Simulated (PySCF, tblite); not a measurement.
# Al12N12H14: electronic excitations

Wanted: electronic excitations for Al12N12H14.

Computed with tblite 0.8.0 and PySCF 2.14.0 and routines of our own; the level stands in each step. Atoms count from 0.

## 1. The system as given

38 atoms, charge 0, multiplicity 1; geometry from: force field, distance geometry or constructed start.

## 2. Geometry optimisation with GFN2-xTB

Job settings and geometry (Å):

```
{"job": {"kind": "relax", "xc": "GFN2-xTB", "basis": "xTB"}, "charge": 0, "multiplicity": 1}
N      5.144100    -0.445200    -0.001600
Al     3.577100     0.459200    -0.006900
N      2.026700    -0.445700     0.001000
Al     2.020800    -2.239000    -0.006200
N      3.579300    -3.144600     0.003400
Al     5.135900    -2.243900    -0.002600
N      0.462700     2.258300    -0.003300
Al    -1.092800     3.159300     0.001500
N     -2.652400     2.254500    -0.000400
Al    -2.657900     0.455800     0.001600
N     -1.098300    -0.444600    -0.002100
Al     0.460100     0.454600    -0.000000
N     -1.099600     4.957300     0.005000
Al    -2.652900     5.856000    -0.002700
N     -4.216100     4.961700     0.000200
Al    -4.215800     3.157200     0.006300
Al    -1.095800    -2.241500     0.000900
N      0.461500    -3.146800    -0.001000
N     -2.655700    -3.141600     0.002500
Al    -2.652300    -4.942500     0.002700
N     -1.098500    -5.839600     0.001500
Al     0.461700    -4.941900    -0.000200
N      3.583700     2.261200     0.006600
Al     2.017300     3.152300    -0.001500
H      6.040300     0.079200     0.000900
H      3.574200    -4.184300     0.002500
H      6.473600    -3.011100    -0.000700
H     -3.989300    -0.312800     0.001200
H     -0.194900     5.477000    -0.002000
H     -2.654000     7.397000     0.003400
H     -5.111000     5.477200    -0.001100
H     -5.549500     2.387900     0.000200
H     -3.556700    -2.623300    -0.001900
H     -3.986600    -5.714700     0.003700
H     -1.095000    -6.881600    -0.003300
H      1.796800    -5.711200    -0.002900
H      4.480200     2.776700    -0.004100
H      2.022400     4.699100    -0.002600
```

Started as:

```
OMP_NUM_THREADS=4 python large_run.py task.json out
```

The driver reads the jobs from task.json and runs them one after another.

The program printed:

```text
step      E/eV     max force
  0   -1519.03330    0.958
  1   -1519.10718    0.400
  2   -1519.12130    0.236
  3   -1519.13791    0.161
  4   -1519.14288    0.149
  5   -1519.15119    0.169
  6   -1519.15699    0.184
  7   -1519.16448    0.191
  8   -1519.16988    0.170
  9   -1519.17359    0.126
 10   -1519.17595    0.091
 11   -1519.17801    0.083
 12   -1519.18009    0.091
 13   -1519.18217    0.098
 14   -1519.18411    0.102
 15   -1519.18596    0.087
 16   -1519.18756    0.071
 17   -1519.18861    0.051
 18   -1519.18913    0.038
 19   -1519.18945    0.033
 20   -1519.18976    0.035
 21   -1519.19012    0.040
 22   -1519.19048    0.039
 23   -1519.19080    0.034
 24   -1519.19112    0.036
 25   -1519.19141    0.037
 26   -1519.19166    0.037
 27   -1519.19185    0.028
 28   -1519.19204    0.027
 29   -1519.19224    0.029
 30   -1519.19242    0.027
 31   -1519.19254    0.018
```

Run time: 2.9 s. Hardware: 4 threads of Arm Neoverse N1, shared host; peak memory 0.16 GiB.

Relaxation path:

```
step  energy from step 0 (eV)  largest force (eV/Å)
   0                   0.0000                0.9588
   1                  -0.0739                0.4004
   2                  -0.0880                0.2366
   3                  -0.1046                0.1608
   4                  -0.1096                0.1488
   5                  -0.1179                0.1695
   6                  -0.1237                0.1843
   7                  -0.1312                0.1918
   8                  -0.1366                0.1699
   9                  -0.1403                0.1263
  11                  -0.1447                0.0834
  13                  -0.1489                0.0983
  14                  -0.1508                0.1022
  16                  -0.1543                0.0705
  18                  -0.1558                0.0381
  20                  -0.1565                0.0347
  21                  -0.1568                0.0400
  23                  -0.1575                0.0339
  25                  -0.1581                0.0372
  27                  -0.1585                0.0284
  28                  -0.1587                0.0262
  29                  -0.1589                0.0290
  30                  -0.1591                0.0275
  31                  -0.1592                0.0184
```

Close pairs (by a distance rule), those that changed most:

```csv
bond,before (Å),after (Å),change (Å)
N20–H34,1.042,1.018,-0.024
N12–H28,1.043,1.019,-0.024
Al7–N8,1.803,1.826,+0.022
N0–H24,1.038,1.017,-0.021
Al1–N2,1.795,1.816,+0.021
N4–H25,1.040,1.019,-0.021
N2–Al3,1.793,1.814,+0.020
N18–H32,1.039,1.019,-0.020
```

The next job starts from the end point, and lists it.

## 3. Electronic excitations: TDDFT CAM-B3LYP/def2-SVP

Job settings and geometry (Å):

```
{"job": {"kind": "uv", "basis": "def2-SVP", "grid": 1, "kgrid": 0, "vcut": 1.5, "nstates": 6, "ntriplets": 2, "tda": false, "delta": ["ip_vertical"], "pop": true, "xc": "CAM-B3LYP"}, "charge": 0, "multiplicity": 1}
N      5.177934    -0.465807    -0.000315
Al     3.623016     0.456992    -0.001994
N      2.034553    -0.423372    -0.001372
Al     2.045555    -2.237144    -0.001091
N      3.624864    -3.119909     0.001452
Al     5.203365    -2.263416    -0.001406
N      0.468808     2.299602    -0.000680
Al    -1.126102     3.166388     0.000484
N     -2.712225     2.262637     0.001331
Al    -2.672166     0.450509     0.001118
N     -1.106636    -0.449862    -0.000504
Al     0.456447     0.479175    -0.001627
N     -1.163215     4.978522     0.000760
Al    -2.685643     5.934501     0.001239
N     -4.235017     5.003915     0.000357
Al    -4.263774     3.197775     0.001189
Al    -1.044040    -2.263293    -0.000428
N      0.509122    -3.206964    -0.000713
N     -2.604937    -3.185285     0.000473
Al    -2.693756    -4.980393     0.001478
N     -1.126129    -5.877005    -0.000310
Al     0.460745    -5.015169    -0.001544
N      3.600374     2.263848    -0.000396
Al     2.052513     3.175587    -0.001995
H      6.035935     0.080832    -0.001129
H      3.538436    -4.135286     0.001193
H      6.528470    -3.022126    -0.000909
H     -4.025165    -0.289808     0.001207
H     -0.242701     5.416435     0.000234
H     -2.703740     7.460561     0.002093
H     -5.127296     5.494648     0.000002
H     -5.611711     2.474123     0.001919
H     -3.438158    -2.598092     0.000749
H     -4.013068    -5.746907     0.003909
H     -1.116689    -6.894961    -0.000739
H      1.742446    -5.859714    -0.002619
H      4.490995     2.754037    -0.000655
H      2.111989     4.709617    -0.002782
```

With the program's defaults for keys left out, this is: TDDFT CAM-B3LYP/def2-SVP, vertical, gas phase, core orbitals frozen in the response, virtual orbitals cut by energy.

The program printed:

```text
start: PBE on a coarse grid of 39135 points
cycle   1  E = -3570.0792231758  dE =  2.605e+00  |g| = 2.257e+00  |ddm| = 7.444e+00
cycle   2  E = -3563.8804161391  dE =  6.199e+00  |g| = 5.092e+00  |ddm| = 7.267e+00
cycle   3  E = -3571.2032664406  dE = -7.323e+00  |g| = 4.125e-01  |ddm| = 6.051e+00
cycle   4  E = -3571.2481144449  dE = -4.485e-02  |g| = 2.883e-01  |ddm| = 1.018e+00
cycle   5  E = -3571.2683535352  dE = -2.024e-02  |g| = 1.557e-01  |ddm| = 4.058e-01
cycle   6  E = -3571.2744355032  dE = -6.082e-03  |g| = 2.726e-02  |ddm| = 1.526e-01
cycle   7  E = -3571.2745885896  dE = -1.531e-04  |g| = 1.289e-02  |ddm| = 3.393e-02
cycle   8  E = -3571.2746275284  dE = -3.894e-05  |g| = 4.544e-03  |ddm| = 1.359e-02
final grid: 160627 points
cycle   9  E = -3574.0843477332  dE = -1.864e-02  |g| = 1.239e-01  |ddm| = 4.140e-01
cycle  10  E = -3574.0831042045  dE =  1.244e-03  |g| = 1.452e-01  |ddm| = 1.982e-01
cycle  11  E = -3574.0878293849  dE = -4.725e-03  |g| = 1.253e-02  |ddm| = 1.148e-01
cycle  12  E = -3574.0878655562  dE = -3.617e-05  |g| = 7.238e-03  |ddm| = 1.746e-02
cycle  13  E = -3574.0878757183  dE = -1.016e-05  |g| = 6.192e-04  |ddm| = 5.737e-03
cycle  14  E = -3574.0878762834  dE = -5.651e-07  |g| = 2.971e-04  |ddm| = 1.118e-03
cycle  15  E = -3574.0878782980  dE = -2.015e-06  |g| = 1.697e-04  |ddm| = 4.268e-04
cycle  16  E = -3574.0878751760  dE =  3.122e-06  |g| = 3.075e-05  |ddm| = 1.763e-04
converged SCF energy = -3574.0878751760
Vertical ionisation energy (delta-SCF) = 8.5360 eV   <S^2> = 0.767

Static polarisability (au): isotropic 321.135, principal 195.296 363.307 404.803

Singlet excitations
state   eV       nm        f      main configurations
  1   5.3656    231.1   0.00034   H->L 0.53
  2   5.4177    228.9   0.00001   H-3->L 0.23, H-1->L 0.21, H->L 0.12
  3   5.5348    224.0   0.00015   H-2->L 0.31, H-1->L 0.20, H->L+1 0.12
  4   5.6324    220.1   0.00008   H-3->L 0.32, H->L+2 0.11, H-4->L 0.11
  5   5.7530    215.5   0.00091   H-4->L 0.36, H-1->L+2 0.15, H-2->L+1 0.08
  6   5.8830    210.7   0.00006   H-5->L 0.26, H-2->L+1 0.16, H-4->L+1 0.10

Triplet excitations (Tamm-Dancoff, eV): 5.1152 5.1507
```

It took 3.9 min on 4 threads of Arm Neoverse N1, shared host; peak memory 2.8 GiB.

The orbitals next to the gap, with their largest atomic shares:

```csv
orbital,eV,atoms
HOMO−4,-8.55,"N8 19 %, N12 17 %, N18 8 %"
HOMO−3,-8.44,"N2 26 %, N20 20 %, N22 17 %"
HOMO−2,-8.26,"N14 27 %, N12 27 %, N4 11 %"
HOMO−1,-8.22,"N18 40 %, N20 15 %, N10 10 %"
HOMO,-8.11,"N4 22 %, N0 20 %, N22 12 %"
LUMO,-0.03,"Al11 17 %, Al3 10 %, Al16 10 %"
LUMO+1,0.66,"Al7 18 %, Al15 11 %, Al3 9 %"
LUMO+2,0.90,"Al1 18 %, Al16 14 %, Al19 9 %"
LUMO+3,0.97,"Al9 41 %, Al21 23 %, Al19 9 %"
```

Leading natural transition orbitals of singlet state 5: the hole lies on N18 35 %; N12 16 %; N8, N17, N20 about 7 % each; the particle on Al16 13 %; N10, N17, N18 about 7 % each; Al7, Al11 about 6 % each.

Leading natural transition orbitals of singlet state 1: the hole lies on N10 24 %; N2, N4, N22 about 14 % each; N6 6 %; the particle on Al11 13 %; N2 11 %; Al1, Al3 about 8 % each.

Ground-state properties from the same run:

```csv
property,computed
dipole moment (D),1.40
polarisability (Å³),47.59
HOMO–LUMO gap (eV),8.08
−ε(HOMO) (eV),8.11
```

Orbitals, density, ELF and potential are computed afterwards from the orbital file.

Frontier orbitals at CAM-B3LYP/def2-SVP, with the share of their density that lies nearest to each atom:

```
orbital  energy (eV)                                                          lies on
   HOMO        -8.11         N0, N4 about 20 % each; N22 12 %; N6, N17 about 7 % each
   LUMO        -0.03  Al11 12 %; N2, N6, N10 about 8 % each; Al3, Al16 about 6 % each
```

ELF in a plane through or near 38 of the atoms.

Ten even steps from '0' (0.00) to '9' (1.00):
```
0000000000000000000000000000
0000000000000000000000000000
0000000000000000000000000000
0000016202970395000000000000
0000099914960495069500000000
0000099447370848099900000000
0000033060307151419010000000
0000001765178506750594068200
0000009963283508281727199900
0000000311625274717471879900
0000599438831882065203211100
0000799228811742173617250000
0000043332245556767388797000
0000004672378019921652030000
0000089782268909944999000000
0000013012022505600992000000
0000000199930000000000000000
0000000199950000000000000000
0000000001000000000000000000
0000000000000000000000000000
```
The map spans 21.0 Å across and 17.5 Å up, centred on the molecule. Atoms in the plane (x, y in Å): N0 (-2.7, 4.4), Al1 (-1.2, 3.4), N2 (-1.3, 1.6), Al3 (-2.9, 0.8), N4 (-4.4, 1.8), Al5 (-4.4, 3.6), N6 (1.8, 1.4), Al7 (3.3, 0.4), N8 (3.2, -1.4), Al9 (1.6, -2.2), N10 (0.1, -1.2), Al11 (0.2, 0.6), N12 (5.0, 1.2), Al13 (6.5, 0.3), N14 (6.4, -1.5), Al15 (4.8, -2.4), Al16 (-1.6, -1.9), N17 (-3.1, -1.0), N18 (-1.7, -3.8), Al19 (-3.2, -4.6), N20 (-4.8, -3.6), Al21 (-4.7, -1.8), N22 (0.4, 4.2), Al23 (1.9, 3.3), H24 (-2.6, 5.4), H25 (-5.3, 1.3), H26 (-5.6, 4.5), H27 (1.5, -3.7), H28 (5.0, 2.2), H29 (7.9, 0.9), H30 (7.2, -2.1), H31 (4.7, -3.9), H32 (-0.8, -4.2), H33 (-3.3, -6.2), H34 (-5.7, -4.1), H35 (-6.0, -1.1), H36 (0.5, 5.2), H37 (3.3, 4.0).

On the surface of density 0.002 e/bohr³ the electrostatic potential runs, from the 1st to the 99th percentile, from -0.69 to 2.20 V.

## 4. Outcome

| quantity | value |
| --- | --- |
| lowest singlet (CAM-B3LYP/def2-SVP) | 5.37 eV (231 nm), f = 0.000 |
| brightest single state of those computed | state 5, 5.75 eV, f = 0.001 |
| lowest triplet | 5.12 eV |
| surface potential, 1st and 99th percentile | -0.69 V and 2.20 V |

**Reading.** The lowest singlet, at 5.37 eV, is HOMO→LUMO 0.53 and is dark. The lowest triplet lies 0.25 eV below the lowest singlet (triplets in Tamm-Dancoff, singlets in full TDDFT).
